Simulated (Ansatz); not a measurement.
# NiMoIrPdW under changes of volume

One of the cells (14.971 Å³/atom); the others are scaled copies at fixed shape and fractional positions:

```
CELL_PARAMETERS angstrom
2.76078 0.00000 0.00000
-1.38039 2.39090 0.00000
0.00000 0.00000 11.34051
ATOMIC_POSITIONS crystal
Ni 0.00000 0.00000 0.70917
Mo 0.66667 0.33333 0.29425
Pd 0.66667 0.33333 0.89901
Ir 0.00000 0.00000 0.10604
W 0.66667 0.33333 0.52921
```

The cell was built by a generator and needn't be a form met in nature.

* Program: Ansatz 0.2.0
* Functional: PBE
* Potentials or basis: all-electron LAPW, scalar-relativistic
* Cutoff: 269 eV (chosen from the basis error)
* Basis error allowed: 0.003 eV/atom
* k mesh: 8 × 8 × 2
* Occupations: fermi-dirac, width 0.05 eV
* Spin: collinear spin, ferromagnetic start
* Starting moments: [1.0, 1.0, 0.0, 0.6, 0.0] μB

| volume (Å³/atom) | energy over the lowest point (meV/atom) | pressure (GPa) | largest force (eV/Å) |
| --- | --- | --- | --- |
| 14.073 | 44.51 | 16.9 | 0.845 |
| 14.372 | 18.97 | 10.6 | 0.651 |
| 14.672 | 4.53 | 5.0 | 0.471 |
| 14.971 | 0.00 | 0.0 | 0.303 |
| 15.271 | 4.30 | -4.5 | 0.146 |
| 15.570 | ? | ? | ? |
| 15.869 | 35.77 | -12.0 | 0.175 |

Problem. What does the run at 15.570 Å³/atom give?

Solution. Energy over the lowest point 16.51 meV/atom; pressure -8.4 GPa; largest force 0.106 eV/Å.

Worked out: A Birch-Murnaghan fit of order 3 (a polynomial in V^(-2/3)) to the other rows has its minimum at 14.97 Å³/atom with B0 = V·E''(V) = 237 GPa and B' = 4.6 at fixed shape and positions, which overstates the stiffness. It gives 16.52 meV/atom at 15.570 Å³/atom, against the run's 16.51, and -dE/dV = -8.5 GPa, against -8.4.

Energies are extrapolated to zero smearing.

Caveats: the k mesh is thin for a metal, which can move the energy by tens of meV per atom; the starting moments weren't kept.

The runs don't all hold the same shells in valence.
